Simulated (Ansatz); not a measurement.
# CHIN radical: geometry and frequencies at several levels

The task here is to estimate one member of a computed series from the others.

Method: the levels named in each step, in Ansatz 0.2.0.

## The structure to begin with

Bond lengths: C1–N2 1.137 Å, C1–H4 1.060 Å. Angles: N2–C1–H4 179.8°.

Structure file:

```xyz
4

C    -1.1911    1.8098   -2.3570
N    -1.5862    2.8040   -2.7422
I     0.2943   -0.4878    0.5416
H    -0.8224    0.8845   -1.9952
```

Set-up of the first run:

File input.yaml:

```yaml
crystal:
  periodic: [false, false, false]
  atoms:
    - { symbol: C, position_ang: [-1.20427532, 2.0000042, -2.21163706] }
    - { symbol: "N", position_ang: [-1.63087496, 2.84458566, -2.85800548] }
    - { symbol: I, position_ang: [0.33508967, -1.04437914, 0.1239999] }
    - { symbol: H, position_ang: [-0.8053694, 1.21029929, -1.60718736] }
magnetization:
  spin_polarized: true
  initial_magnetization: 1
basis:
  gaussian: { orbitals: def2-TZVPP }
hamiltonian:
  xc: pbe0
  dispersion: d4
phonons: {}
```

Started as:

```sh
ansatz run input.yaml --threads 2 --pin off --max-ram 5120MiB --backend cpu --events-out ev --progress --plain --runs-dir out
```

Steps of the session up to this table: Frequencies, PBE0-D4/def2-TZVPP; Relaxation, PBE-D4/def2-TZVPP; Frequencies, PBE-D4/def2-TZVPP; Relaxation, r2SCAN-D4/def2-TZVPP; Frequencies, r2SCAN-D4/def2-TZVPP; Relaxation, B3LYP-D4/def2-TZVPP; Frequencies, B3LYP-D4/def2-TZVPP; Relaxation, B2PLYP/def2-TZVPP.

One table of the session follows, with a row left open; its other results are not shown here.

| level | C1–N2 (Å) | rotational constants (MHz) | dipole (D) | highest frequency (cm⁻¹) |
| --- | --- | --- | --- | --- |
| PBE0-D4/def2-TZVPP | 1.1459 | 1009.1 | 3.60 | 3403 |
| PBE-D4/def2-TZVPP | ? | ? | ? | ? |
| r2SCAN-D4/def2-TZVPP | 1.1496 | 975.89 | 3.54 | 3390 |
| B3LYP-D4/def2-TZVPP | 1.1464 | 997.24 | 3.57 | 3399 |
| B2PLYP/def2-TZVPP | 1.1540 | 962.24 | 3.50 | - |

Q: Estimate the row for PBE-D4/def2-TZVPP from the others.

As computed: C1–N2 (Å): 1.1588; rotational constants (MHz): 1019.9; dipole (D): 3.55; highest frequency (cm⁻¹): 3293. In the column «C1–N2 (Å)» it is the highest.
